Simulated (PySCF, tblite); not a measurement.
# C7H13NP−: infrared bands and NMR shifts

What infrared bands and NMR shifts should C7H13NP− (`C/C=C/[P-]N1CCCC1`) show?

Computed with tblite 0.8.0 and PySCF 2.14.0, with density-fitted response routines of our own, on a single molecule in the gas phase. Atoms are numbered from 0 throughout.

### Step 1. The molecule as given

22 atoms, charge -1, multiplicity 1; geometry from: GFN2-xTB.

Bonds of the start (Å): C0–C1 1.50, C1–C2 1.34, C2–P3 1.76, P3–N4 1.78, N4–C5 1.44, C5–C6 1.54, C6–C7 1.54, C7–C8 1.54, C8–N4 1.44, C0–H9 1.10, C0–H10 1.09, C0–H11 1.10, C1–H12 1.08, C2–H13 1.09, C5–H14 1.10, C5–H15 1.09, C6–H16 1.09, C6–H17 1.09, C7–H18 1.09, C7–H19 1.09, C8–H20 1.09, C8–H21 1.10.

### Step 2. Harmonic vibrations with GFN2-xTB

What the job is given:

```
{"job": {"kind": "ir", "xc": "GFN2-xTB", "basis": "xTB"}, "charge": -1, "multiplicity": 1}
C      4.328923     0.013651    -0.464243
C      3.044349     0.780373    -0.573598
C      1.833836     0.250648    -0.324206
P      0.269771     1.062030    -0.419429
N     -0.683683    -0.354626     0.083368
C     -1.359424    -0.246677     1.355412
C     -2.748605     0.351830     1.065928
C     -3.028093    -0.069670    -0.384773
C     -1.726994    -0.778628    -0.820982
H      5.009451     0.465404     0.268332
H      4.131917    -1.012418    -0.154032
H      4.864308    -0.017311    -1.421433
H      3.133854     1.817060    -0.874233
H      1.760931    -0.792007    -0.023019
H     -1.475236    -1.260321     1.776291
H     -0.771529     0.356705     2.046668
H     -3.505604    -0.012872     1.764184
H     -2.693835     1.437568     1.142774
H     -3.203824     0.802860    -1.013200
H     -3.891863    -0.734633    -0.462703
H     -1.445333    -0.554844    -1.849670
H     -1.853727    -1.870099    -0.718286
```

**Question.** This job is followed by: GIAO PBE0/pcSseg-1 NMR shielding, non-relativistic, gas phase. What will the session give for the following? strongest single infrared mode (GFN2-xTB); zero-point energy (GFN2-xTB); ¹³C shifts against TMS (PBE0/pcSseg-1, means over atoms taken as alike); ¹H shifts against TMS (PBE0/pcSseg-1, means over atoms taken as alike); ³¹P shifts against H3PO4 (PBE0/pcSseg-1); ¹⁵N shifts against NH3 (PBE0/pcSseg-1).

As calculated:

| quantity | value |
| --- | --- |
| strongest single infrared mode (GFN2-xTB) | 2904 cm⁻¹, 288 km/mol |
| zero-point energy (GFN2-xTB) | 115.7 kcal/mol |
| ¹³C shifts against TMS (PBE0/pcSseg-1, means over atoms taken as alike) | 178.2, 85.4, 68.9, 27.0, 26.0 ppm |
| ¹H shifts against TMS (PBE0/pcSseg-1, means over atoms taken as alike) | 8.29, 3.57, 3.33, 1.90, 1.22 ppm |
| ³¹P shifts against H3PO4 (PBE0/pcSseg-1) | 187.4 ppm |
| ¹⁵N shifts against NH3 (PBE0/pcSseg-1) | 78.4 ppm |

No mode is imaginary among the 60: a minimum at this level. The strongest single mode, at 2904 cm⁻¹, moves mainly H11 and H9. GFN2-xTB is a fitted tight-binding method: band positions and strengths are rough. Its intensities can rank the bands wrongly. At PBE0/pcSseg-1: The widest tensor belongs to P3: span 624 ppm, with a paramagnetic part of -840 ppm. At PBE0/pcSseg-1 the HOMO lies above zero (+0.83 eV), as often for anions in the gas phase: self-interaction error lifts it, or the electron is held by the finite basis alone; counter-ions and solvent are missing.
